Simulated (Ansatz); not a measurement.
# SiGeC (singlet): the correlation ladder, cc-pVDZ

The task here is to estimate one member of a computed series from the others.

The runs use Ansatz 0.2.0, Gaussian basis; cc-pVDZ, core rule «outside noble gas», up to 20 orbitals frozen.

The runs, in order: UHF; CCSD(T) on RHF; CCSD(T) on UHF; BCCD(T) on RHF; CISD; CCSDT(Q) on RHF; CCSDT(Q) on UHF; CASSCF and MRCISD+Q, 8 electrons in 8 orbitals; CASSCF and NEVPT2, 8 electrons in 8 orbitals.

20 further runs of the same task are left out: 9 that didn't finish, 11 set aside as unsound or not needed.

## What is computed

The geometry is a PBE0/def2-TZVP stationary point (not a proven minimum) of the parent state, kept for this charge and spin. No spin-orbit coupling is included. The filled d shell of Ge may be among the frozen orbitals whatever the setting's name suggests; the logs give the count.

3 atoms, charge 0, spin multiplicity 1.

Atoms are counted from 1 here; the program's logs count them from 0.

Bond lengths: C1–Ge2 1.978 Å, C1–Si3 1.735 Å, Ge2–Si3 2.394 Å. Angles: Ge2–C1–Si3 80.0°, C1–Ge2–Si3 45.6°, C1–Si3–Ge2 54.5°.

Set-up of the first run:

File in.yaml:

```yaml
crystal:
  periodic: [false, false, false]
  atoms:
    - {symbol: C, position_ang: [0.000000, -1.189587, -0.766512]}
    - {symbol: Ge, position_ang: [0.000000, 0.073797, 0.755332]}
    - {symbol: Si, position_ang: [0.000000, 0.317856, -1.625785]}
basis:
  gaussian: {orbitals: cc-pVDZ}
magnetization: {spin_polarized: true, initial_magnetization: 0}
hamiltonian: {xc: hf}
output: {orbitals: {seedname: orbitals}}
```

Launch:

```bash
$ ansatz run in.yaml --threads 1 --pin off --events-out ev --progress --plain --max-ram 2393MiB
```

Steps of the session up to this table: UHF; CCSD(T) on RHF; CCSD(T) on UHF; BCCD(T) on RHF; CISD; CCSDT(Q) on RHF; CCSDT(Q) on UHF; CASSCF and MRCISD+Q, 8 electrons in 8 orbitals; CASSCF and NEVPT2, 8 electrons in 8 orbitals.

One of the session's tables, all rows but one given; the rest of the session is left out.

It belongs to the step «Misses and costs». 

```
           method  from RCCSDT(Q) (kcal/mol)
              RHF                    +212.90
              UHF                    +203.03
             RMP2                     +26.94
             UMP2                     +45.90
             CISD                     +41.13
            RCCSD                     +16.37
            UCCSD                     +17.55
         RCCSD(T)                      +2.19
         UCCSD(T)                      +4.94
          BCCD(T)                          ?
           RCCSDT                      +2.01
           UCCSDT                      +2.32
        RCCSDT(Q)                          0
        UCCSDT(Q)                       0.00
  CASSCF frontier                    +132.63
  NEVPT2 frontier                     +34.69
  MRCISD frontier                     +16.73
MRCISD+Q frontier                      +2.60
```

**Question.** Estimate the row for BCCD(T).

**Answer.** from RCCSDT(Q) (kcal/mol): +2.06. In the column «from RCCSDT(Q) (kcal/mol)» it lies between RCCSDT (+2.01) and RCCSD(T) (+2.19).

Caveats from the session: The determinant is far from a pure spin state, so its energy mixes those of several spin states (harmless only where they are near-degenerate, as at dissociation). Warnings: restricted reference is unstable; spin contamination; large T1 diagnostic. Restricted and unrestricted rows rest on different reference determinants; where their highest levels disagree by more than a few hundredths of an eV, they describe different states and don't form one ladder.
